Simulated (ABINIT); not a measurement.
The system is TaAs.

```
CELL_PARAMETERS angstrom
-1.72181 1.72181 5.86794
1.72181 -1.72181 5.86794
1.72181 1.72181 -5.86794
ATOMIC_POSITIONS crystal
Ta 0.49997 0.49997 0.00000
Ta 0.24997 0.74997 0.50000
As 0.08263 0.08263 0.00000
As 0.83263 0.33263 0.50000
```

The cell is a database's computed one.

| Property | Result |
| --- | --- |
| Program | ABINIT 10.8.3 (patched build) |
| Task | relaxation of cell and atoms |
| Functional | LDA |
| Potentials or basis | JTH PAW LDA v2.0 |
| Cutoff | 517 eV |
| k mesh | 6 × 6 × 6 |
| Occupations | fermi-dirac, width 0.05 eV |
| Spin | no spin polarisation |

At the start: pressure -7.5 GPa; volume 17.40 Å³/atom.

Question: How do energy, volume and symmetry change on relaxing?

Answer: Over 8 steps the energy falls by 16.8 meV/atom and the volume is 16.70 Å³/atom (-4.0 %); space group I4_1md (No. 109, to 0.05 Å).

Step by step:
| step | energy change (eV) | largest force (eV/Å) | pressure (GPa) | volume (Å³) |
| --- | --- | --- | --- | --- |
| 1 | 0.0000 | 0.0248 | -7.47 | 69.59 |
| 2 | -0.0540 | 0.0257 | -3.40 | 68.01 |
| 3 | -0.0668 | 0.0245 | 0.20 | 66.76 |
| 4 | -0.0670 | 0.0230 | 0.01 | 66.82 |
| 5 | -0.0672 | 0.0173 | -0.15 | 66.86 |
| 6 | -0.0673 | 0.0097 | -0.13 | 66.84 |
| 7 | -0.0673 | 0.0047 | -0.04 | 66.81 |
| 8 | -0.0673 | 0.0028 | 0.00 | 66.80 |

Final structure:
```xyz
4
Lattice="-1.7009 1.7009 5.7721 1.7009 -1.7009 5.7721 1.7009 1.7009 -5.7721" Properties=species:S:1:pos:R:3 pbc="T T T"
Ta    0.0000    0.0000    5.7746
Ta    1.7009    0.0000    2.8885
As    0.0000    0.0000    0.9510
As    0.0000    1.7009    3.8370
```

Caveat: the k mesh is coarse (spacing up to 0.43 Å⁻¹), so the values aren't converged.
